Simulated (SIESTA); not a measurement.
AlSn under changes of volume

One of the cells (25.741 Å³/atom); the others are scaled copies at fixed shape and fractional positions:

```
Sn Al
1.0
     4.22591    0.00000    0.00000
    -2.11295    3.65974    0.00000
     0.00000    0.00000    3.32875
Sn Al
1 1
Direct
  0.33333 0.66667 0.50000
  0.00000 0.00000 0.00000
```

The cell comes from a database or a generator and needn't be the stable form of this composition.

* Program: SIESTA 5.4.2
* Functional: PBE
* Potentials or basis: PseudoDojo 0.4 standard (PBE files)
* Basis: DZP (energy shift 0.003 Ry; two zetas on semicore shells)
* Grid cutoff: 500 Ry
* Energy shift: 0.003 Ry
* k mesh: 7 × 7 × 8
* Occupations: fermi-dirac, width 0.05 eV
* Spin: no spin polarisation

```csv
volume (Å³/atom),energy over the lowest point (meV/atom),pressure (GPa)
23.722,20.77,4.2
24.227,9.95,2.7
24.731,?,?
25.741,0.00,-0.5
26.245,3.04,-1.4
26.750,8.55,-2.1
```

What does the run at 24.731 Å³/atom give?

Energy over the lowest point 3.10 meV/atom; pressure 1.6 GPa.

Worked out: A Birch-Murnaghan fit of order 3 (a polynomial in V^(-2/3)) to the other rows has its minimum at 25.48 Å³/atom with B0 = V·E''(V) = 49 GPa and B' = 4.5 at fixed shape and positions, which overstates the stiffness. It gives 3.15 meV/atom at 24.731 Å³/atom, against the run's 3.10, and -dE/dV = 1.6 GPa, against 1.6.

Energies are extrapolated to zero smearing.

Caveats: the basis of atomic orbitals isn't converged, which shifts pressures, moduli and gaps.
